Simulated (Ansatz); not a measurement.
# C2H5ClOSi: up Jacob's ladder to CCSD(T)

One table from this session's results is given with a row withheld; the runs are named, their logs left out.

The runs use Ansatz 0.2.0, Gaussian basis; functionals in def2-TZVPP, the program's frozen cores in correlated methods.

Levels to be run: PBE-D4, r2SCAN-D4, PBE0-D4, B3LYP-D4, ωB97X-V, ωB97M-V, B2PLYP; CCSD(T)/def2-TZVPP; MP2/def2-QZVPP; extrapolation to the limit.

## The geometry

An earlier PBE0-D4 in a triple-zeta def2 set relaxation fixed the geometry.

SMILES `C[Si]1(Cl)CO1`, 10 atoms, charge 0, spin multiplicity 1.

Atoms are counted from 1 here; the program's logs count them from 0.

Bond lengths: C1–Si2 1.842 Å, C1–H6 1.092 Å, C1–H7 1.091 Å, C1–H8 1.093 Å, Si2–Cl3 2.041 Å, Si2–C4 1.796 Å, Si2–O5 1.644 Å, C4–O5 1.496 Å, C4–H9 1.088 Å, C4–H10 1.088 Å. Angles: Si2–C1–H6 110.8°, Si2–C1–H7 109.7°, Si2–C1–H8 110.0°, H6–C1–H7 109.3°, H6–C1–H8 108.1°, H7–C1–H8 108.9°, C1–Si2–Cl3 110.3°, C1–Si2–C4 127.2°, C1–Si2–O5 119.2°, Cl3–Si2–C4 119.6°, Cl3–Si2–O5 116.2°, C4–Si2–O5 51.3°, Si2–C4–O5 59.1°, Si2–C4–H9 121.5°, Si2–C4–H10 123.2°, O5–C4–H9 112.2°, O5–C4–H10 112.3°, H9–C4–H10 113.4° and more.

The first run:

in.yaml

```yaml
crystal:
  periodic: [false, false, false]
  atoms:
    - {symbol: C, position_ang: [-1.223000, -1.012656, -0.012092]}
    - {symbol: Si, position_ang: [0.455040, -0.253474, -0.047779]}
    - {symbol: Cl, position_ang: [1.883202, -1.682675, 0.237886]}
    - {symbol: C, position_ang: [0.869522, 1.475652, 0.201559]}
    - {symbol: O, position_ang: [0.792082, 0.895033, -1.175163]}
    - {symbol: H, position_ang: [-1.393064, -1.533906, 0.931789]}
    - {symbol: H, position_ang: [-1.980954, -0.237423, -0.137000]}
    - {symbol: H, position_ang: [-1.322041, -1.737760, -0.823333]}
    - {symbol: H, position_ang: [1.879330, 1.785938, 0.460848]}
    - {symbol: H, position_ang: [0.123083, 2.250069, 0.366087]}
basis:
  gaussian: {orbitals: def2-TZVPP}
hamiltonian: {xc: pbe, dispersion: d4}
output: {forces: true, orbitals: {seedname: orbitals}}
```

Launch:

```
ansatz run in.yaml --threads 4 --pin off --events-out ev --progress --plain --max-ram 10444MiB
```

Among the steps run: PBE-D4 (GGA); r2SCAN-D4 (meta-GGA); PBE0-D4 (hybrid); B3LYP-D4 (hybrid); ωB97X-V (range-separated); ωB97M-V (range-separated); B2PLYP (double hybrid); CCSD(T) in def2-TZVPP; MP2 in def2-QZVPP.

One of the session's tables, all rows but one given; the rest of the session is left out.

```
            method  atomisation energy (kJ/mol)
            PBE-D4                       3897.2
         r2SCAN-D4                       3840.3
           PBE0-D4                       3826.7
          B3LYP-D4                       3797.4
           ωB97X-V                       3830.3
           ωB97M-V                       3834.0
            B2PLYP                       3766.9
     HF/def2-TZVPP                       2763.7
    MP2/def2-TZVPP                       3798.5
   CCSD/def2-TZVPP                            ?
CCSD(T)/def2-TZVPP                       3711.0
           MP2/CBS                       3905.7
       CCSD(T)/CBS                       3818.2
```

Estimate the missing values for CCSD/def2-TZVPP.

The run gave: atomisation energy (kJ/mol): 3647.6. In the column «atomisation energy (kJ/mol)» it lies between HF/def2-TZVPP (2763.7) and CCSD(T)/def2-TZVPP (3711.0).
